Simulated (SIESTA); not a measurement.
Crystal: NaTi2O3.

```
Ti Na O
1.0
     3.05763    0.00000    0.00000
    -1.52881    2.64799    0.00000
     0.00000    0.00000    7.80134
Ti Na O
2 1 3
Direct
  0.66667 0.33333 0.85188
  0.33333 0.66667 0.14813
  0.00000 0.00000 0.50000
  0.66667 0.33333 0.29437
  0.00000 0.00000 0.00000
  0.33333 0.66667 0.70563
```

The cell comes from a database or a generator and needn't be the stable form of this composition.

- Program: SIESTA 5.4.2
- Task: single point
- Functional: PBEsol
- Potentials or basis: PseudoDojo 0.4 standard (PBEsol files)
- Basis: DZP (energy shift 0.003 Ry; two zetas on semicore shells)
- Grid cutoff: 800 Ry
- Energy shift: 0.003 Ry
- k mesh: 10 × 10 × 4
- Occupations: fermi-dirac, width 0.05 eV
- Spin: no spin polarisation

On this cell: pressure -5.5 GPa; largest force 0.219 eV/Å; band gap on the k mesh none (metal or under the smearing width).

The same run follows on a disturbed copy (atoms moved at random, drawn with an rms of 0.05 Å):

```
Ti Na O
1.0
     3.05763    0.00000    0.00000
    -1.52881    2.64799    0.00000
     0.00000    0.00000    7.80134
Ti Na O
2 1 3
Direct
  0.67030 0.33097 0.85122
  0.33452 0.68158 0.14688
  0.98972 0.99322 0.50319
  0.66609 0.33948 0.29914
  0.00607 0.99697 0.99878
  0.34265 0.66467 0.70762
```

What changes?

The energy (extrapolated to zero smearing) moves by +6.8 meV/atom; pressure -5.8 GPa; largest force 0.796 eV/Å; band gap on the k mesh none (metal or under the smearing width).

Forces in eV/Å, atoms in the order of the input:
```
Ti   0.163 -0.047  0.186
Ti   0.341 -0.390  0.604
Na   0.076  0.064 -0.156
O   -0.020  0.035 -0.754
O   -0.388  0.341  0.045
O   -0.172 -0.003  0.076
```

Stress tensor (GPa, compression positive):
```
-5.17 -0.46  0.83
-0.46 -6.08 -0.49
 0.83 -0.49 -6.05
```

Caveats: the basis of atomic orbitals isn't converged, which shifts pressures, moduli and gaps; an odd number of electrons without spin polarisation forces a metal; a magnetic or distorted state may lie lower; semilocal functionals often make such compounds metallic where correlation or magnetic order opens a gap, which also shifts bond lengths.
